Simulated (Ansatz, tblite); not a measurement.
# GeH2MeCl (CH5ClGe): removing and adding an electron

What does removing or adding an electron cost or gain for GeH2MeCl (CH5ClGe)? Each charged state is run at several levels.

Method: as each input shows; program: Ansatz 0.2.0, Gaussian basis.

Plan: charge +1 doublet, at the geometry of the singlet (PBE0-D4/def2-TZVP, PBE-D4/def2-TZVP, r2SCAN-D4/def2-TZVP); charge -1 doublet, at the geometry of the singlet (PBE0-D4/def2-TZVPD, PBE-D4/def2-TZVPD, r2SCAN-D4/def2-TZVPD); the starting singlet's energies come from earlier runs.

### Step 1. The relaxed structure

The singlet was relaxed beforehand with B3LYP-D4/def2-TZVP.

8 atoms, charge 0, spin multiplicity 1.

Atoms are counted from 1 here; the program's logs count them from 0.

Bond lengths: Ge1–H2 1.538 Å, Ge1–H3 1.538 Å, Ge1–C4 1.953 Å, Ge1–Cl8 2.185 Å, C4–H5 1.091 Å, C4–H6 1.089 Å, C4–H7 1.089 Å. Angles: H2–Ge1–H3 110.9°, H2–Ge1–C4 112.8°, H2–Ge1–Cl8 106.2°, H3–Ge1–C4 112.8°, H3–Ge1–Cl8 106.2°, C4–Ge1–Cl8 107.5°, Ge1–C4–H5 109.8°, Ge1–C4–H6 109.7°, Ge1–C4–H7 109.8°, H5–C4–H6 109.2°, H5–C4–H7 109.2°, H6–C4–H7 109.1°.

### Step 2. Charge +1 doublet at the fixed geometry, first pass, PBE0-D4/def2-SVP

in.yaml reads:

```yaml
crystal:
  periodic: [false, false, false]
  atoms:
    - {symbol: Ge, position_ang: [0.495708, -0.646446, 0.356531]}
    - {symbol: H, position_ang: [0.467985, -0.733743, 1.891396]}
    - {symbol: H, position_ang: [1.935997, -0.749295, -0.171702]}
    - {symbol: C, position_ang: [-0.453381, 0.916425, -0.329155]}
    - {symbol: H, position_ang: [0.013788, 1.827543, 0.047002]}
    - {symbol: H, position_ang: [-1.492239, 0.887091, -0.003911]}
    - {symbol: H, position_ang: [-0.420075, 0.920643, -1.417594]}
    - {symbol: Cl, position_ang: [-0.547782, -2.422208, -0.372567]}
basis:
  gaussian: {orbitals: def2-SVP}
total_charge: 1
magnetization: {spin_polarized: true, initial_magnetization: 1}
hamiltonian: {xc: pbe0, dispersion: d4}
output: {orbitals: {seedname: orbitals}}
```

Run with:

```sh
> ansatz run in.yaml --threads 4 --pin off --events-out ev --progress --plain --max-ram 3916MiB
```

The log of the run:

```text
Functional definition: PBE0
  name "PBE0"
  cite "Adamo & Barone, J. Chem. Phys. 110, 6158 (1999) doi:10.1063/1.478522"
  cite "Perdew, Burke & Ernzerhof, Phys. Rev. Lett. 77, 3865 (1996) doi:10.1103/PhysRevLett.77.3865"
  parent pbe
  parameter a = 0.25
  parameter kappa = 0.804
  parameter beta = 0.06672455060314922
  exchange = (1 - a)*pbe_x(kappa = kappa, mu = beta*pi^2/3) + a*exact_x
  correlation = pbe_c(beta = beta)
877 factors; integrals over basis functions are off by at most 1.4e-3 eV
mean field evaluation 1: about -70117.3355 eV, gradient 4.0e1 eV
mean field evaluation 2: about -70101.1139 eV, gradient 5.6e1 eV
mean field evaluation 4: about -70124.8245 eV, gradient 8.3e0 eV
mean field evaluation 8: about -70125.4375 eV, gradient 9.2e-1 eV
mean field evaluation 16: about -70125.4418 eV, gradient 7.6e-3 eV
mean field evaluation 32: about -70125.6138 eV, gradient 1.5e-5 eV
mean field -70125.61377087 eV, -2577.0687732314 hartree, gradient 3.7e-6 eV, S^2 0.756093; 2 other end points of the search recorded, 0 dependent functions left out
reference -70125.61379369 eV, -2577.0687740699 hartree; 30, 29 occupied and 59, 60 virtual orbitals, 877 factors
Total energy: -70125.71585705 eV, -2577.0725248291 hartree
```

Run time: 18 s. Hardware: 4 threads of Intel Xeon at 2.50GHz, shared host.

From the report: HOMO -14.86 eV, LUMO -12.89 eV (over both spins); ⟨S²⟩ 0.756 (pure: 0.75).

### Step 3. Charge +1 doublet at the fixed geometry, PBE0-D4/def2-TZVP

start.molden holds the orbitals of an earlier run on this state, given as this run's starting guess.

in.yaml: that of step 2 with these lines changed.

```diff
@@ -12,3 +12,3 @@
 basis:
-  gaussian: {orbitals: def2-SVP}
+  gaussian: {orbitals: def2-TZVP, initial_orbitals: start.molden}
 total_charge: 1
@@ -16,2 +16,3 @@
 hamiltonian: {xc: pbe0, dispersion: d4}
+scf: {omitted_lower_state_checks: [starts]}
 output: {orbitals: {seedname: orbitals}}
```

The command is unchanged.

The log of the run:

```text
Functional definition: PBE0
  name "PBE0"
  cite "Adamo & Barone, J. Chem. Phys. 110, 6158 (1999) doi:10.1063/1.478522"
  cite "Perdew, Burke & Ernzerhof, Phys. Rev. Lett. 77, 3865 (1996) doi:10.1103/PhysRevLett.77.3865"
  parent pbe
  parameter a = 0.25
  parameter kappa = 0.804
  parameter beta = 0.06672455060314922
  exchange = (1 - a)*pbe_x(kappa = kappa, mu = beta*pi^2/3) + a*exact_x
  correlation = pbe_c(beta = beta)
these checks for a lower state are left out or cut short: starts
1069 factors; their error is unknown
mean field evaluation 1: about -70136.3094 eV, gradient 1.0e2 eV
mean field evaluation 2: about -70137.9546 eV, gradient 2.4e0 eV
mean field evaluation 4: about -70138.2808 eV, gradient 1.7e-1 eV
mean field evaluation 8: about -70138.2809 eV, gradient 1.4e-5 eV
mean field -70138.28087759 eV, -2577.5342808172 hartree, gradient 1.1e-6 eV, S^2 0.757419; 0 other end points of the search recorded, 0 dependent functions left out
reference -70138.28090496 eV, -2577.5342818230 hartree; 30, 29 occupied and 116, 117 virtual orbitals, 1069 factors
Total energy: -70138.38296832 eV, -2577.5380325822 hartree
Checks for a lower state left out: starts
```

Run time: 24 s. Hardware: 4 threads of Intel Xeon at 2.50GHz, shared host; peak memory 0.67 GiB.

Report: HOMO -14.83 eV, LUMO -12.80 eV (over both spins); ⟨S²⟩ 0.757 (pure: 0.75).

### Step 4. Charge +1 doublet at the fixed geometry, PBE-D4/def2-TZVP

in.yaml: that of step 3 with these lines changed.

```diff
@@ -15,3 +15,3 @@
 magnetization: {spin_polarized: true, initial_magnetization: 1}
-hamiltonian: {xc: pbe0, dispersion: d4}
+hamiltonian: {xc: pbe, dispersion: d4}
 scf: {omitted_lower_state_checks: [starts]}
```

Same command.

The log of the run:

```text
Functional definition: PBE
  name "PBE"
  cite "Perdew, Burke & Ernzerhof, Phys. Rev. Lett. 77, 3865 (1996) doi:10.1103/PhysRevLett.77.3865"
  parent pbe
  parameter kappa = 0.804
  parameter beta = 0.06672455060314922
  exchange = pbe_x(kappa = kappa, mu = beta*pi^2/3)
  correlation = pbe_c(beta = beta)
these checks for a lower state are left out or cut short: starts
1014 factors; their error is unknown
mean field evaluation 1: about -70135.6979 eV, gradient 8.5e0 eV
mean field evaluation 2: about -70135.8051 eV, gradient 1.7e-1 eV
mean field evaluation 4: about -70135.7823 eV, gradient 2.5e-3 eV
mean field evaluation 8: about -70135.7823 eV, gradient 3.0e-5 eV
mean field -70135.78228020 eV, -2577.4424590566 hartree, gradient 1.5e-6 eV, S^2 0.752601; 0 other end points of the search recorded, 0 dependent functions left out
reference -70135.78231677 eV, -2577.4424604005 hartree; 30, 29 occupied and 116, 117 virtual orbitals, 1014 factors
Total energy: -70135.90312618 eV, -2577.4469000645 hartree
Checks for a lower state left out: starts
```

Wall time 13 s (4 threads of Intel Xeon at 2.50GHz, shared host).

Report: HOMO -13.49 eV, LUMO -13.42 eV (over both spins); ⟨S²⟩ 0.753 (pure: 0.75).

### Step 5. Charge +1 doublet at the fixed geometry, r2SCAN-D4/def2-TZVP

in.yaml: that of step 4 with these lines changed.

```diff
@@ -15,3 +15,3 @@
 magnetization: {spin_polarized: true, initial_magnetization: 1}
-hamiltonian: {xc: pbe, dispersion: d4}
+hamiltonian: {xc: r2scan, dispersion: d4}
 scf: {omitted_lower_state_checks: [starts]}
```

Same command.

The log of the run:

```text
Functional definition: r2SCAN
  name "r2SCAN"
  cite "Furness, Kaplan, Ning, Perdew & Sun, J. Phys. Chem. Lett. 11, 8208 (2020) doi:10.1021/acs.jpclett.0c02405"
  cite "Furness, Kaplan, Ning, Perdew & Sun, J. Phys. Chem. Lett. 11, 9248 (2020) doi:10.1021/acs.jpclett.0c03077"
  parent r2scan
  parameter k0 = 0.174
  parameter k1 = 0.065
  parameter a1 = 4.9479
  exchange = r2scan_x(k0 = k0, k1 = k1, a1 = a1)
  correlation = r2scan_c
these checks for a lower state are left out or cut short: starts
1014 factors; their error is unknown
mean field evaluation 1: about -70149.2648 eV, gradient 5.9e0 eV
mean field evaluation 2: about -70149.3056 eV, gradient 8.6e-2 eV
mean field evaluation 4: about -70149.2843 eV, gradient 1.5e-3 eV
mean field evaluation 8: about -70149.2842 eV, gradient 3.1e-5 eV
mean field -70149.28424997 eV, -2577.9386472936 hartree, gradient 7.8e-6 eV, S^2 0.756044; 0 other end points of the search recorded, 0 dependent functions left out
reference -70149.28426197 eV, -2577.9386477347 hartree; 30, 29 occupied and 116, 117 virtual orbitals, 1014 factors
Total energy: -70149.31206654 eV, -2577.9396695340 hartree
Checks for a lower state left out: starts
```

Wall time 25 s (4 threads of Intel Xeon at 2.50GHz, shared host).

From the report: HOMO -13.80 eV, LUMO -13.45 eV (over both spins); ⟨S²⟩ 0.756 (pure: 0.75).

### Step 6. Vertical ionisation energy

Charged state less starting state, singlet to doublet; the starting state's energies are those of its earlier runs.

```tsv
level	vertical ionisation energy (eV)	time
PBE-D4/def2-TZVP	+10.34	17 s
r2SCAN-D4/def2-TZVP	+10.52	31 s
PBE0-D4/def2-TZVP	+10.68	28 s
```

Times add the two runs; a level without a time comes out of a correlated run.

Beside −ε(HOMO) of the starting state:

```tsv
level	−ε(HOMO) (eV)	by difference (eV)	mismatch (eV)
PBE-D4/def2-TZVP	7.12	10.34	-3.22
r2SCAN-D4/def2-TZVP	7.47	10.52	-3.05
PBE0-D4/def2-TZVP	8.48	10.68	-2.19
```

### Step 7. Charge -1 doublet at the fixed geometry, first pass, PBE0-D4/def2-SVP

in.yaml: that of step 5 with these lines changed.

```diff
@@ -12,7 +12,6 @@
 basis:
-  gaussian: {orbitals: def2-TZVP, initial_orbitals: start.molden}
-total_charge: 1
+  gaussian: {orbitals: def2-SVP}
+total_charge: -1
 magnetization: {spin_polarized: true, initial_magnetization: 1}
-hamiltonian: {xc: r2scan, dispersion: d4}
-scf: {omitted_lower_state_checks: [starts]}
+hamiltonian: {xc: pbe0, dispersion: d4}
 output: {orbitals: {seedname: orbitals}}
```

The command is unchanged.

The log of the run:

```text
Functional definition: PBE0
  name "PBE0"
  cite "Adamo & Barone, J. Chem. Phys. 110, 6158 (1999) doi:10.1063/1.478522"
  cite "Perdew, Burke & Ernzerhof, Phys. Rev. Lett. 77, 3865 (1996) doi:10.1103/PhysRevLett.77.3865"
  parent pbe
  parameter a = 0.25
  parameter kappa = 0.804
  parameter beta = 0.06672455060314922
  exchange = (1 - a)*pbe_x(kappa = kappa, mu = beta*pi^2/3) + a*exact_x
  correlation = pbe_c(beta = beta)
877 factors; integrals over basis functions are off by at most 1.4e-3 eV
mean field evaluation 1: about -70130.7183 eV, gradient 2.5e1 eV
mean field evaluation 2: about -70128.2430 eV, gradient 3.4e1 eV
mean field evaluation 4: about -70133.9147 eV, gradient 1.1e0 eV
mean field evaluation 8: about -70134.0303 eV, gradient 1.2e-1 eV
mean field evaluation 16: about -70134.0317 eV, gradient 3.6e-3 eV
mean field evaluation 32: about -70133.5337 eV, gradient 3.0e0 eV
mean field -70134.03170629 eV, -2577.3781266519 hartree, gradient 5.6e-6 eV, S^2 0.752854; 2 other end points of the search recorded, 0 dependent functions left out
reference -70134.03173095 eV, -2577.3781275582 hartree; 31, 30 occupied and 58, 59 virtual orbitals, 877 factors
Total energy: -70134.18467849 eV, -2577.3837482769 hartree
```

Wall time 12 s (4 threads of Intel Xeon at 2.50GHz, shared host).

From the report: HOMO 4.16 eV, LUMO 6.18 eV (over both spins); ⟨S²⟩ 0.753 (pure: 0.75). Doubts: highest occupied level lies above zero.

### Step 8. Charge -1 doublet at the fixed geometry, PBE0-D4/def2-TZVPD

in.yaml: that of step 7 with these lines changed.

```diff
@@ -12,3 +12,3 @@
 basis:
-  gaussian: {orbitals: def2-SVP}
+  gaussian: {orbitals: def2-TZVPD, initial_orbitals: start.molden}
 total_charge: -1
@@ -16,2 +16,3 @@
 hamiltonian: {xc: pbe0, dispersion: d4}
+scf: {omitted_lower_state_checks: [starts]}
 output: {orbitals: {seedname: orbitals}}
```

Same command.

The log of the run:

```text
Functional definition: PBE0
  name "PBE0"
  cite "Adamo & Barone, J. Chem. Phys. 110, 6158 (1999) doi:10.1063/1.478522"
  cite "Perdew, Burke & Ernzerhof, Phys. Rev. Lett. 77, 3865 (1996) doi:10.1103/PhysRevLett.77.3865"
  parent pbe
  parameter a = 0.25
  parameter kappa = 0.804
  parameter beta = 0.06672455060314922
  exchange = (1 - a)*pbe_x(kappa = kappa, mu = beta*pi^2/3) + a*exact_x
  correlation = pbe_c(beta = beta)
these checks for a lower state are left out or cut short: starts
1163 factors; their error is unknown
mean field evaluation 1: about -70144.5234 eV, gradient 1.1e2 eV
mean field evaluation 2: about -70146.8426 eV, gradient 4.4e0 eV
mean field evaluation 4: about -70147.6313 eV, gradient 1.1e-1 eV
mean field evaluation 8: about -70147.8855 eV, gradient 7.3e-3 eV
mean field evaluation 16: about -70147.8855 eV, gradient 3.9e-6 eV
mean field -70147.88553058 eV, -2577.8872453041 hartree, gradient 3.9e-6 eV, S^2 0.751361; 0 other end points of the search recorded, 0 dependent functions left out
reference -70147.88557528 eV, -2577.8872469468 hartree; 31, 30 occupied and 151, 152 virtual orbitals, 1163 factors
Total energy: -70148.03852282 eV, -2577.8928676654 hartree
Checks for a lower state left out: starts
```

It took 27 s on 4 threads of Intel Xeon at 2.50GHz, shared host; peak memory 0.86 GiB.

Report: HOMO 2.34 eV, LUMO 3.20 eV (over both spins); ⟨S²⟩ 0.751 (pure: 0.75). Doubts: highest occupied level lies above zero.

### Step 9. Charge -1 doublet at the fixed geometry, PBE-D4/def2-TZVPD

in.yaml: that of step 8 with these lines changed.

```diff
@@ -15,3 +15,3 @@
 magnetization: {spin_polarized: true, initial_magnetization: 1}
-hamiltonian: {xc: pbe0, dispersion: d4}
+hamiltonian: {xc: pbe, dispersion: d4}
 scf: {omitted_lower_state_checks: [starts]}
```

Launched as before.

The log of the run:

```text
Functional definition: PBE
  name "PBE"
  cite "Perdew, Burke & Ernzerhof, Phys. Rev. Lett. 77, 3865 (1996) doi:10.1103/PhysRevLett.77.3865"
  parent pbe
  parameter kappa = 0.804
  parameter beta = 0.06672455060314922
  exchange = pbe_x(kappa = kappa, mu = beta*pi^2/3)
  correlation = pbe_c(beta = beta)
these checks for a lower state are left out or cut short: starts
1082 factors; their error is unknown
mean field evaluation 1: about -70145.1429 eV, gradient 8.5e0 eV
mean field evaluation 2: about -70145.2436 eV, gradient 1.4e-1 eV
mean field evaluation 4: about -70145.2217 eV, gradient 9.6e-3 eV
mean field evaluation 8: about -70145.2217 eV, gradient 6.4e-5 eV
mean field -70145.22173616 eV, -2577.7893526650 hartree, gradient 1.1e-5 eV, S^2 0.750622; 0 other end points of the search recorded, 0 dependent functions left out
reference -70145.22179542 eV, -2577.7893548428 hartree; 31, 30 occupied and 151, 152 virtual orbitals, 1082 factors
Total energy: -70145.40268699 eV, -2577.7960024851 hartree
Checks for a lower state left out: starts
```

It took 11 s on 4 threads of Intel Xeon at 2.50GHz, shared host.

From the report: HOMO 2.64 eV, LUMO 2.73 eV (over both spins); ⟨S²⟩ 0.751 (pure: 0.75). Doubts: highest occupied level lies above zero.

### Step 10. Charge -1 doublet at the fixed geometry, r2SCAN-D4/def2-TZVPD

in.yaml: that of step 9 with these lines changed.

```diff
@@ -15,3 +15,3 @@
 magnetization: {spin_polarized: true, initial_magnetization: 1}
-hamiltonian: {xc: pbe, dispersion: d4}
+hamiltonian: {xc: r2scan, dispersion: d4}
 scf: {omitted_lower_state_checks: [starts]}
```

Launched as before.

The log of the run:

```text
Functional definition: r2SCAN
  name "r2SCAN"
  cite "Furness, Kaplan, Ning, Perdew & Sun, J. Phys. Chem. Lett. 11, 8208 (2020) doi:10.1021/acs.jpclett.0c02405"
  cite "Furness, Kaplan, Ning, Perdew & Sun, J. Phys. Chem. Lett. 11, 9248 (2020) doi:10.1021/acs.jpclett.0c03077"
  parent r2scan
  parameter k0 = 0.174
  parameter k1 = 0.065
  parameter a1 = 4.9479
  exchange = r2scan_x(k0 = k0, k1 = k1, a1 = a1)
  correlation = r2scan_c
these checks for a lower state are left out or cut short: starts
1082 factors; their error is unknown
mean field evaluation 1: about -70158.7584 eV, gradient 6.0e0 eV
mean field evaluation 2: about -70158.7982 eV, gradient 8.8e-2 eV
mean field evaluation 4: about -70158.7800 eV, gradient 6.2e-2 eV
mean field evaluation 8: about -70158.7801 eV, gradient 1.8e-5 eV
mean field -70158.78005921 eV, -2578.2876118467 hartree, gradient 1.0e-5 eV, S^2 0.752397; 0 other end points of the search recorded, 0 dependent functions left out
reference -70158.78009274 eV, -2578.2876130791 hartree; 31, 30 occupied and 151, 152 virtual orbitals, 1082 factors
Total energy: -70158.82345131 eV, -2578.2892064769 hartree
Checks for a lower state left out: starts
```

It took 18 s on 4 threads of Intel Xeon at 2.50GHz, shared host.

From the report: HOMO 2.69 eV, LUMO 3.07 eV (over both spins); ⟨S²⟩ 0.752 (pure: 0.75). Doubts: highest occupied level lies above zero.

### Step 11. Vertical electron affinity

Starting state less charged state (positive: the electron is bound), singlet to doublet; the starting state's energies are those of its earlier runs.

```tsv
level	vertical electron affinity (eV)	time
PBE-D4/def2-TZVPD	-0.88	16 s
r2SCAN-D4/def2-TZVPD	-1.04	25 s
PBE0-D4/def2-TZVPD	-1.06	34 s
```

Times add the two runs; a level without a time comes out of a correlated run.

Beside −ε(LUMO) of the starting state:

```tsv
level	−ε(LUMO) (eV)	by difference (eV)	mismatch (eV)
PBE-D4/def2-TZVPD	1.12	-0.88	+2.01
r2SCAN-D4/def2-TZVPD	0.72	-1.04	+1.76
PBE0-D4/def2-TZVPD	0.26	-1.06	+1.32
```

### Step 12. Outcome

```
                                             quantity                                 value
 vertical ionisation energy, functionals in def2-TZVP  10.34 (PBE-D4) to 10.68 eV (PBE0-D4)
vertical electron affinity, functionals in def2-TZVPD  -1.06 (PBE0-D4) to -0.88 eV (PBE-D4)
```

The vertical ionisation energy spans 10.34 to 10.68 eV over the functionals. −ε(HOMO) misses the level's own difference by -2.19 eV at best (PBE0-D4) and -3.22 eV at worst (PBE-D4). The vertical electron affinity spans -1.06 to -0.88 eV over the functionals. A negative affinity means an unbound electron, held by the basis alone. −ε(LUMO) misses the level's own difference by +1.32 eV at best (PBE0-D4) and +2.01 eV at worst (PBE-D4).
